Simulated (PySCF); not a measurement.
# The bond of BeTl, level by level

One table from this session's results is given with a row withheld; the runs are named, their logs left out.

Computed with PySCF 2.14.0. Level: Be aug-cc-pVDZ, Tl aug-cc-pVDZ-PP with ECP60, scalar-relativistic core potentials.

The first run:

The job is set up so:

```json
{
  "atoms": "Be, Tl",
  "charge": "0",
  "basis": "Be aug-cc-pVDZ, Tl aug-cc-pVDZ-PP with ECP60",
  "Hamiltonian": "scalar-relativistic core potentials",
  "basis functions": "55",
  "electrons treated": "25",
  "masses in u": "9.0122, 204.9744",
  "levels": "PBE0, PBE, r²SCAN, BP86, TPSS, B2PLYP, LC-ωPBE, HF, MP2, SCS-MP2, CCSD, CCSD(T)",
  "grid": "80 radial by 434 angular points",
  "occupations": "held fixed by the projection of orbital angular momentum",
  "dissociation limit": "Be + Tl, each in its ground configuration",
  "starting distance in angstrom": "2.390",
  "values of 2S to try": "1, 3"
}
```

Launch:

```
> OMP_NUM_THREADS=1 python dia.py task.json out
```

Among the steps run: The job; The PBE0 curve of the state that the search chose; Higher solutions at PBE0; PBE (GGA); r²SCAN (meta-GGA); BP86; TPSS (meta-GGA); B2PLYP; LC-ωPBE (range-separated hybrid); UHF; Adding correlation.

One of the session's tables, all rows but one given; the rest of the session is left out.

It belongs to the step «The curves together». Energy (eV) from each level's lowest point:

| R (Å) | UHF | UHF-MP2 | UHF-SCS-MP2 | UHF-CCSD | UHF-CCSD(T) |
| --- | --- | --- | --- | --- | --- |
| 2.239 | 0.601 | 0.285 | 0.319 | n/a | n/a |
| 2.343 | 0.380 | 0.118 | 0.143 | 0.177 | 0.151 |
| 2.447 | 0.238 | 0.030 | 0.046 | 0.073 | 0.054 |
| 2.525 | 0.167 | 0.003 | 0.011 | 0.029 | 0.016 |
| 2.603 | ? | ? | ? | ? | ? |
| 2.681 | 0.084 | 0.015 | 0.006 | 0.000 | 0.000 |
| 2.785 | 0.053 | 0.050 | 0.028 | 0.006 | 0.016 |
| 2.915 | 0.030 | 0.103 | 0.066 | 0.028 | 0.051 |
| 3.071 | 0.013 | 0.162 | 0.109 | 0.061 | 0.099 |
| 3.280 | 0.000 | 0.218 | 0.148 | n/a | n/a |

Q: Estimate the row for R (Å) = 2.603 from the others.

Worked estimate for «UHF». A straight line through the neighbours (2.525, 0.167) and (2.681, 0.084) gives 0.167 + (0.084 − 0.167) × (2.603 − 2.525) / (2.681 − 2.525) = 0.125; a parabola fitted to 4 rows on both sides gives 0.119.

The run gave: UHF: 0.118; UHF-MP2: 0.000; UHF-SCS-MP2: 0.000; UHF-CCSD: 0.007; UHF-CCSD(T): 0.000. In «UHF» the line misses by +0.007 and the parabola by +0.001.
